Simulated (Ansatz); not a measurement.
**C6H17NO3Zr: how energies converge with the basis set**

One table from this session's results is given with a row withheld; the runs are named, their logs left out.

Program: Ansatz 0.2.0, Gaussian basis. Level of theory: one geometry, several basis sets. These are calculated values, not measurements.

Levels to be run: PBE0-D4/def2-SVP; ωB97M-V/def2-SVP; PBE0-D4/def2-QZVPP; ωB97M-V/def2-QZVPP; the functionals' def2-TZVPP values are taken from earlier runs.

## The geometry

All runs share one geometry, relaxed beforehand with PBE0-D4 in a triple-zeta def2 set. Zr takes the def2 core potential; no spin-orbit term is included.

SMILES `C[O][Zr]([OH])([NH]C(C)(C)C)[O]C`, 28 atoms, charge 0, spin multiplicity 1.

Atoms are counted from 1 here; the program's logs count them from 0.

Bond lengths: C1–O2 1.387 Å, C1–H12 1.096 Å, C1–H13 1.096 Å, C1–H14 1.096 Å, O2–Zr3 1.924 Å, Zr3–O4 1.944 Å, Zr3–N5 2.047 Å, Zr3–O10 1.931 Å, O4–H15 0.951 Å, N5–C6 1.456 Å, N5–H16 1.014 Å, C6–C7 1.525 Å, C6–C8 1.528 Å, C6–C9 1.528 Å, C7–H17 1.092 Å, C7–H18 1.095 Å, C7–H19 1.094 Å, C8–H20 1.094 Å and more. Angles: O2–C1–H12 110.9°, O2–C1–H13 111.0°, O2–C1–H14 110.3°, H12–C1–H13 108.3°, H12–C1–H14 108.1°, H13–C1–H14 108.1°, C1–O2–Zr3 166.1°, O2–Zr3–O4 111.5°, O2–Zr3–N5 103.8°, O2–Zr3–O10 111.9°, O4–Zr3–N5 111.1°, O4–Zr3–O10 108.6°, N5–Zr3–O10 109.9°, Zr3–O4–H15 163.9°, Zr3–N5–C6 131.3°, Zr3–N5–H16 118.1°, C6–N5–H16 110.6°, N5–C6–C7 108.2° and more.

Set-up of the first run:

Contents of in.yaml:

```yaml
crystal:
  periodic: [false, false, false]
  atoms:
    - {symbol: C, position_ang: [-0.905386, 1.235147, -4.054262]}
    - {symbol: O, position_ang: [-0.773420, 0.709576, -2.777470]}
    - {symbol: Zr, position_ang: [-0.600850, -0.425357, -1.233396]}
    - {symbol: O, position_ang: [-2.207271, -1.480544, -0.943267]}
    - {symbol: N, position_ang: [-0.291243, 0.886990, 0.307277]}
    - {symbol: C, position_ang: [-0.003988, 0.662301, 1.716357]}
    - {symbol: C, position_ang: [0.021771, -0.842592, 1.963570]}
    - {symbol: C, position_ang: [-1.091427, 1.299964, 2.580411]}
    - {symbol: C, position_ang: [1.355620, 1.259421, 2.078148]}
    - {symbol: O, position_ang: [0.903893, -1.625869, -1.385663]}
    - {symbol: C, position_ang: [1.953678, -2.527025, -1.369696]}
    - {symbol: H, position_ang: [-1.875327, 0.968348, -4.489391]}
    - {symbol: H, position_ang: [-0.116835, 0.861112, -4.717324]}
    - {symbol: H, position_ang: [-0.834759, 2.328241, -4.025054]}
    - {symbol: H, position_ang: [-3.042212, -1.804387, -0.622822]}
    - {symbol: H, position_ang: [-0.324466, 1.880274, 0.103795]}
    - {symbol: H, position_ang: [0.220930, -1.063725, 3.014178]}
    - {symbol: H, position_ang: [-0.940806, -1.295416, 1.704466]}
    - {symbol: H, position_ang: [0.804728, -1.321002, 1.367301]}
    - {symbol: H, position_ang: [-1.136575, 2.378600, 2.404461]}
    - {symbol: H, position_ang: [-0.900772, 1.140818, 3.645704]}
    - {symbol: H, position_ang: [-2.067293, 0.876259, 2.333074]}
    - {symbol: H, position_ang: [1.362123, 2.337329, 1.892365]}
    - {symbol: H, position_ang: [1.595400, 1.098652, 3.133275]}
    - {symbol: H, position_ang: [2.140756, 0.806907, 1.468421]}
    - {symbol: H, position_ang: [1.588852, -3.555290, -1.479576]}
    - {symbol: H, position_ang: [2.510892, -2.463944, -0.426279]}
    - {symbol: H, position_ang: [2.653976, -2.324778, -2.188600]}
basis:
  gaussian: {orbitals: def2-SVP}
hamiltonian: {xc: pbe0, dispersion: d4}
output: {orbitals: {seedname: orbitals}}
```

Launch:

```
$ ansatz run in.yaml --threads 10 --pin off --events-out ev --progress --plain --max-ram 110592MiB --backend cpu
```

Steps of the session up to this table: PBE0-D4 in def2-SVP; ωB97M-V in def2-SVP; PBE0-D4 in def2-QZVPP; ωB97M-V in def2-QZVPP.

One of the session's tables, all rows but one given; the rest of the session is left out.

```
functional       basis  HOMO (eV)  LUMO (eV)
   PBE0-D4    def2-SVP      -6.16       0.33
   PBE0-D4  def2-TZVPP      -6.30       0.07
   PBE0-D4  def2-QZVPP      -6.33      -0.05
   ωB97M-V    def2-SVP      -8.47       1.38
   ωB97M-V  def2-TZVPP          ?          ?
   ωB97M-V  def2-QZVPP      -8.63       0.72
```

**Question.** Estimate the row for ωB97M-V, def2-TZVPP.

**Answer.** HOMO (eV): -8.61; LUMO (eV): 0.98. In the column «HOMO (eV)» it lies between ωB97M-V, def2-QZVPP (-8.63) and ωB97M-V, def2-SVP (-8.47).
